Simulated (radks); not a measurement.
# Ho⁺ in [Kr] 4d10 4f11 5p6 6s1 6p2: an all-electron calculation

What are the levels of the holmium ion Ho+, how large are its shells, and how does its energy divide?

Program: radks (a radial shooting solver on a logarithmic mesh, Libxc functionals) version 1. Level of theory: scalar-relativistic Kohn-Sham, SCAN, spin-unpolarised, spherical densities, finite nucleus. These are calculated values, not measurements, unless marked.

**1. The system**

```
element            : holmium (Z = 67)
charge             : +1
electrons          : 66
configuration      : [Kr] 4d10 4f11 5p6 6s1 6p2
nuclear rms radius : 5.2022 fm
```

The outer shells:

Ho⁺
```
[Kr] core
4d [↑↓][↑↓][↑↓][↑↓][↑↓]
4f [↑↓][↑↓][↑↓][↑↓][↑ ][↑ ][↑ ]
5p [↑↓][↑↓][↑↓]
6s [↑ ]
6p [↑ ][↑ ][  ]
```

**2. The calculation**

Input:

```text
Z 67
configuration [Kr] 4d10 4f11 5p6 6s1 6p2 5s0 5d0 5f0 7p0
relativity scalar-relativistic
functional scan,scan
spin unpolarised
nucleus finite rms 5.2022 fm
c 137.035999084
```

Run with:

```
$ python run_ks.py task.json out
```

The same process makes all the runs of this session.

What does the calculation give?

**Answer**, as computed:

| quantity | value |
| --- | --- |
| total energy | -12612.5486 hartree |
| exchange-correlation share of it | 2.14 % |
| −T/E | 1.0813 |
| highest occupied level | 6p, -8.455 eV |
| most extended occupied level | 6p, <r> = 3.92 bohr |
| radius at density 0.001 e/bohr³ | 5.26 bohr |
| maxima of the radial density | 4 |

6 principal shells are occupied and 4 maxima appear in the radial density; where shells overlap, one shows as a shoulder or not at all. Relativity lifts −T/E to 1.081. This is not the tabulated ground configuration, so its levels and sizes aren't those of the ground state, and no measured value stands beside it.
